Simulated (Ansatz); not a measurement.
# H6N2SSi (built from SMILES N[SiH](N)S): search for a transition state

Wanted: the transition state of a 1,1-elimination (form S2–H3 and break Si1–S2, Si1–H3). The guess is relaxed with those distances held, a saddle search follows, and vibrations and two downhill relaxations check it.

Method: PBE0-D4, def2-SVP first, then def2-TZVP; program: Ansatz 0.2.0, Gaussian basis.

114 further runs of the same task are left out: 114 set aside as unsound or not needed.

## (1) Starting geometry

The guess: 10 atoms, charge 0, spin multiplicity 1.

Atoms are counted from 1 here; the program's logs count them from 0.

Bond lengths: Si1–H3 1.480 Å, Si1–N4 1.700 Å, Si1–N5 1.700 Å, S2–H6 1.328 Å, N4–H7 1.009 Å, N4–H8 1.005 Å, N5–H9 1.006 Å, N5–H10 1.010 Å. Angles: H3–Si1–N4 123.7°, H3–Si1–N5 122.2°, N4–Si1–N5 105.3°, Si1–N4–H7 123.3°, Si1–N4–H8 121.8°, H7–N4–H8 111.9°, Si1–N5–H9 120.5°, Si1–N5–H10 122.8°, H9–N5–H10 111.5°.

As a file:

```mol
H6N2SSi
  3D, bonds by distance, orders not assigned

 10  8  0  0  0  0  0  0  0  0999 V2000
   -0.6063   -0.2422    0.1156 Si  0  0
    1.9277   -1.8795   -1.0322 S   0  0
    0.1535   -1.4620   -0.2374 H   0  0
   -0.2476    0.7368    1.4589 N   0  0
   -1.2106    0.8215   -1.0652 N   0  0
    2.3790   -2.3667    0.1177 H   0  0
   -0.1145    1.7354    1.3977 H   0  0
    0.1510    0.3563    2.2998 H   0  0
   -1.4226    0.4895   -1.9908 H   0  0
   -1.0095    1.8109   -1.0640 H   0  0
  1  3  8  0
  1  4  8  0
  1  5  8  0
  2  6  8  0
  4  7  8  0
  4  8  8  0
  5  9  8  0
  5 10  8  0
M  END
```

Distances that are to change: S2–H3 1.99 Å, Si1–S2 3.23 Å, Si1–H3 1.48 Å.

## (2) Constrained relaxation of the guess

Input file hold/in.yaml:

```yaml
crystal:
  periodic: [false, false, false]
  atoms:
    - {symbol: Si, position_ang: [-0.606300, -0.242200, 0.115600]}
    - {symbol: S, position_ang: [1.927700, -1.879500, -1.032200]}
    - {symbol: H, position_ang: [0.153500, -1.462000, -0.237400]}
    - {symbol: N, position_ang: [-0.247600, 0.736800, 1.458900]}
    - {symbol: N, position_ang: [-1.210600, 0.821500, -1.065200]}
    - {symbol: H, position_ang: [2.379000, -2.366700, 0.117700]}
    - {symbol: H, position_ang: [-0.114500, 1.735400, 1.397700]}
    - {symbol: H, position_ang: [0.151000, 0.356300, 2.299800]}
    - {symbol: H, position_ang: [-1.422600, 0.489500, -1.990800]}
    - {symbol: H, position_ang: [-1.009500, 1.810900, -1.064000]}
basis:
  gaussian: {orbitals: def2-SVP}
hamiltonian: {xc: pbe0, dispersion: d4}
relax: {f_tol: 0.04, max_steps: 150, escape_saddle: false, constraints: [{distance: [1, 2]}, {distance: [0, 1]}, {distance: [0, 2]}]}
```

Launch:

```
> ansatz run in.yaml --threads 4 --pin off --events-out ev --progress --plain --max-ram 9574MiB
```

After this run come: A starting Hessian; Saddle search in the small basis; Saddle search in triple zeta; Vibrations at the point found; Relaxing after a step of 0.30 Å one way along the mode; Relaxing after a step of 0.30 Å the other way along the mode.

Q: Predict the outcome of this session. Wanted: imaginary mode; barrier from the start side; barrier from the end side; energy of the step; pairs that change; zero-point energy at the saddle.

**Answer**, as computed:

```
                       quantity                                       value
                 imaginary mode                                   953i cm⁻¹
    barrier from the start side                                264.4 kJ/mol
      barrier from the end side                                 79.8 kJ/mol
             energy of the step                               +184.5 kJ/mol
              pairs that change  S2–H3 formed, Si1–S2 broken, Si1–H3 broken
zero-point energy at the saddle                                    1.820 eV
```

In words: The point has a single imaginary mode (953i cm⁻¹), as a transition state must. Going downhill both ways gives the intended start and end. At PBE0-D4/def2-TZVP the electronic barrier is 264.4 kJ/mol, about 107 kT at 298 K, and the step runs 184.5 kJ/mol uphill. These are plain relaxations, not an intrinsic reaction coordinate.
